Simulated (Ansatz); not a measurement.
# RbGdSe2: the cost of one run

Method: DFT PBEsol+U (U = 5 eV, J = 0.7 eV on Gd f), plane waves, PAW, no spin–orbit coupling unless a run says so, in Ansatz 0.2.0.

2 further runs of the same task are left out: 2 that didn't finish. Runs told in other sessions of the task aren't counted.

### Step 1. The structure to begin with

The structure is trigonal, space group R-3m (No. 166). Conventional cell: a = 4.281 Å, b = 4.281 Å, c = 23.314 Å, α = 90.00°, β = 90.00°, γ = 120.00°. Around Rb (site symmetry -3m) lie 6 Se at 3.40 Å. Gd (site symmetry -3m) is surrounded by 6 Se at 2.92 Å. Se (site symmetry 3m) has 3 Gd at 2.92 Å and 3 Rb at 3.40 Å in its first shell of neighbours.

Structure file:

```
Rb Gd Se
1.0
     2.14065   -1.23591   15.54277
    -2.14065   -1.23591   15.54277
     0.00000   -4.94363   15.54277
Rb Gd Se
2 2 4
Direct
  0.50000 0.50000 0.75000
  0.50000 0.50000 0.25000
  0.00000 0.00000 0.00000
  0.00000 0.00000 0.50000
  0.26670 0.26670 0.86665
  0.73330 0.73330 0.63335
  0.26670 0.26670 0.36665
  0.73330 0.73330 0.13335
```

### Step 2. Ferromagnetic start, free, symmetry kept, no search

Contents of input.yaml:

```yaml
crystal:
  lattice:
    - [2.14065247, -1.23590628, 15.5427707]
    - [-2.14065247, -1.23590628, 15.5427707]
    - [0.0, -4.94362512, 15.5427707]
  atoms:
    - { symbol: Rb, position: [0.5, 0.5, 0.75] }
    - { symbol: Gd, position: [0.0, 0.0, 0.0], spin: 7.0 }
    - { symbol: Se, position: [0.2667, 0.2667, 0.86665] }
    - { symbol: Se, position: [0.7333, 0.7333, 0.63335] }
    - { symbol: Rb, position: [0.5, 0.5, 0.25] }
    - { symbol: Gd, position: [0.0, 0.0, 0.5], spin: 7.0 }
    - { symbol: Se, position: [0.2667, 0.2667, 0.36665] }
    - { symbol: Se, position: [0.7333, 0.7333, 0.13335] }
basis:
  ecutwfc: 420
  ecutrho_ratio: 4
kpoints:
  mp_grid: { grid: [5, 5, 5] }
hamiltonian:
  xc: pbesol
  hubbard:
    sites:
      - { site: 1, l: f, u: 5.0, j: 0.7 }
      - { site: 5, l: f, u: 5.0, j: 0.7 }
scf:
  occupations: { method: gaussian, width: 0.05 }
  lower_state_search: "off"
  max_iter: 150
output:
  forces: true
  stress: true
  eigenvalues: true
  populations: true
  hubbard: { sites: [{ site: 1, l: f }, { site: 5, l: f }] }
magnetization:
  spin_polarized: true
```

Run with:

```bash
> ansatz run input.yaml --threads 8 --pin off --max-ram 12288MiB --backend cpu --events-out ev --progress --plain --runs-dir out
```

Q: Estimate wall time and peak memory on 8 threads of Arm Neoverse V2, shared host.

About 11 s, with a peak of 1.6 GiB.
